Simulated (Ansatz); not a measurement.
**SiH₄SeO (SMILES O[SiH2][SeH]): one structure at several levels**

How do the functionals fare away from a minimum? The structure is a structure displaced at random from a GFN2-xTB minimum.

Program: Ansatz 0.2.0, Gaussian basis. Level of theory: single points in def2-TZVPP. These are calculated values, not measurements.

Cores are frozen in the correlated methods. Filled d shells of the heavier atoms are correlated. B3LYP uses VWN-RPA correlation.

## (1) Starting geometry

SMILES `O[SiH2][SeH]`, 7 atoms, charge 0, spin multiplicity 1.

Atoms are counted from 1 here; the program's logs count them from 0.

Bond lengths: O1–Si2 1.674 Å, O1–H4 0.998 Å, Si2–Se3 2.229 Å, Si2–H5 1.513 Å, Si2–H6 1.510 Å, Se3–H7 1.392 Å. Angles: Si2–O1–H4 123.4°, O1–Si2–Se3 104.3°, O1–Si2–H5 110.8°, O1–Si2–H6 112.3°, Se3–Si2–H5 114.0°, Se3–Si2–H6 107.1°, H5–Si2–H6 108.3°, Si2–Se3–H7 97.1°.

Geometry (Å):

```xyz
7
H4OSeSi
O    -1.1389   -0.6133   -0.5222
Si   -0.0492    0.5064    0.0779
Se    1.3905   -0.7113    1.2672
H    -1.9456   -0.3642   -1.0541
H     0.5896    1.2917   -1.0461
H    -0.6974    1.4831    1.0302
H     1.8712   -1.4864    0.2152
```

## (2) CCSD(T)/def2-TZVPP

Input file run/in.yaml:

```yaml
crystal:
  periodic: [false, false, false]
  atoms:
    - {symbol: O, position_ang: [-1.138900, -0.613300, -0.522200]}
    - {symbol: Si, position_ang: [-0.049200, 0.506400, 0.077900]}
    - {symbol: Se, position_ang: [1.390500, -0.711300, 1.267200]}
    - {symbol: H, position_ang: [-1.945600, -0.364200, -1.054100]}
    - {symbol: H, position_ang: [0.589600, 1.291700, -1.046100]}
    - {symbol: H, position_ang: [-0.697400, 1.483100, 1.030200]}
    - {symbol: H, position_ang: [1.871200, -1.486400, 0.215200]}
basis:
  gaussian: {orbitals: def2-TZVPP}
correlation: {method: ccsd_t}
output: {forces: true}
```

No record of the launch command was kept for these runs.

## (3) PBE0-D4/def2-TZVPP

run/in.yaml, as its differences from that of step 2:

```diff
@@ -12,3 +12,3 @@
   gaussian: {orbitals: def2-TZVPP}
-correlation: {method: ccsd_t}
-output: {forces: true}
+hamiltonian: {xc: pbe0, dispersion: d4}
+output: {forces: true, orbitals: {seedname: orbitals}}
```

## (4) wB97M-V/def2-TZVPP

run/in.yaml, as its differences from that of step 3:

```diff
@@ -12,3 +12,3 @@
   gaussian: {orbitals: def2-TZVPP}
-hamiltonian: {xc: pbe0, dispersion: d4}
-output: {forces: true, orbitals: {seedname: orbitals}}
+hamiltonian: {xc: {name: wB97M-V}}
+output: {forces: true}
```

## (5) r2SCAN-D4/def2-TZVPP

run/in.yaml, as its differences from that of step 4:

```diff
@@ -12,3 +12,3 @@
   gaussian: {orbitals: def2-TZVPP}
-hamiltonian: {xc: {name: wB97M-V}}
+hamiltonian: {xc: r2scan, dispersion: d4}
 output: {forces: true}
```

## (6) PBE-D4/def2-TZVPP

run/in.yaml, as its differences from that of step 5:

```diff
@@ -12,3 +12,3 @@
   gaussian: {orbitals: def2-TZVPP}
-hamiltonian: {xc: r2scan, dispersion: d4}
+hamiltonian: {xc: pbe, dispersion: d4}
 output: {forces: true}
```

## (7) B97M-V/def2-TZVPP

run/in.yaml, as its differences from that of step 6:

```diff
@@ -12,3 +12,3 @@
   gaussian: {orbitals: def2-TZVPP}
-hamiltonian: {xc: pbe, dispersion: d4}
+hamiltonian: {xc: {name: B97M-V}}
 output: {forces: true}
```

## (8) B3LYP-D4/def2-TZVPP

run/in.yaml, as its differences from that of step 7:

```diff
@@ -12,3 +12,3 @@
   gaussian: {orbitals: def2-TZVPP}
-hamiltonian: {xc: {name: B97M-V}}
+hamiltonian: {xc: {name: B3LYP}, dispersion: d4}
 output: {forces: true}
```

(Steps that only read results are left out.)

What does the calculation give? Wanted: energy less free atoms, CCSD(T)/def2-TZVPP; RMS force component; RMS force error; HOMO and LUMO, PBE0-D4; T1 diagnostic.

**Answer**, as computed:

| quantity | value |
| --- | --- |
| energy less free atoms, CCSD(T)/def2-TZVPP | -2133.1 kJ/mol |
| RMS force component | 0.881 to 0.917 eV/Å over the methods |
| RMS force error | PBE0-D4 0.089, wB97M-V 0.042, r2SCAN-D4 0.076, PBE-D4 0.218, B97M-V 0.113, B3LYP-D4 0.072 eV/Å |
| HOMO and LUMO, PBE0-D4 | -7.20 and 0.01 eV |
| T1 diagnostic | 0.010 |

**Reading.** Against CCSD(T) the functionals' energies less atoms differ by -56.8 to -20.5 kJ/mol, PBE-D4 by -56.8 kJ/mol. The reference is not at the basis limit: in triple zeta CCSD(T) underbinds, which counts against methods that bind more; the gaps are no ranking. For forces wB97M-V does best and PBE-D4 worst. Frozen-core CCSD(T) forces in triple zeta carry basis errors of their own, and this is one geometry, so small gaps rank nothing.
